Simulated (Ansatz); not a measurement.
# Ge2P: the cost of one run

Computed with Ansatz 0.2.0 (DFT PBE, scalar-relativistic, plane waves, PAW, unless a step's input says otherwise).

2 further runs of the same task are left out: 1 that didn't finish, 1 set aside as unsound or not needed. Runs told in other sessions of the task aren't counted.

## (1) The system as given

Symmetry: P6_3/mmc, No. 194, hexagonal system. Conventional cell: a = 3.243 Å, b = 3.243 Å, c = 17.079 Å, α = 90.00°, β = 90.00°, γ = 120.00°. Around Ge (site symmetry 3m) lie 3 P at 2.40 Å. P (site symmetry -6m2) has 6 Ge at 2.40 Å in its first shell of neighbours.

Coordinates:

```
Ge P
1.0
     3.24271    0.00000    0.00000
    -1.62135    2.80827    0.00000
     0.00000    0.00000   17.07860
Ge P
4 2
Cartesian
  0.0000 0.0000 5.7745
  0.0000 0.0000 2.7648
  0.0000 0.0000 14.3138
  0.0000 0.0000 11.3041
  1.6214 0.9361 4.2696
  0.0000 1.8722 12.8089
```

Recipe of the guess: species swapped into a database cell of TaS2 (P6_3/mmc, No. 194), with P on the Ta sites and Ge on the S sites. Its size is a rough estimate.

## (2) Probe: one point on a coarse mesh

File input.yaml:

```yaml
crystal:
  lattice:
    - [3.24270794, 0.0, 0.0]
    - [-1.62135397, 2.80826746, 0.0]
    - [0.0, 0.0, 17.07859871]
  atoms:
    - { symbol: Ge, position: [0.0, 0.0, 0.33811468] }
    - { symbol: Ge, position: [0.0, 0.0, 0.16188532] }
    - { symbol: Ge, position: [0.0, 0.0, 0.83811468] }
    - { symbol: Ge, position: [0.0, 0.0, 0.66188532] }
    - { symbol: P, position: [0.66666667, 0.33333333, 0.25] }
    - { symbol: P, position: [0.33333333, 0.66666667, 0.75] }
basis:
  ecutwfc: 420
kpoints:
  mp_grid: { grid: [6, 6, 1] }
hamiltonian:
  xc: pbe
scf:
  occupations: { method: gaussian, width: 0.1 }
  lower_state_search: "off"
output:
  forces: true
  stress: true
  eigenvalues: true
```

Command:

```
$ ansatz run input.yaml --threads 1 --pin off --max-ram 2560MiB --backend cpu --events-out ev --progress --plain --runs-dir out
```

What time and memory should one allow on 1 thread of AMD EPYC (Zen 3), shared host?

About 6.4 s, with a peak of 0.42 GiB.
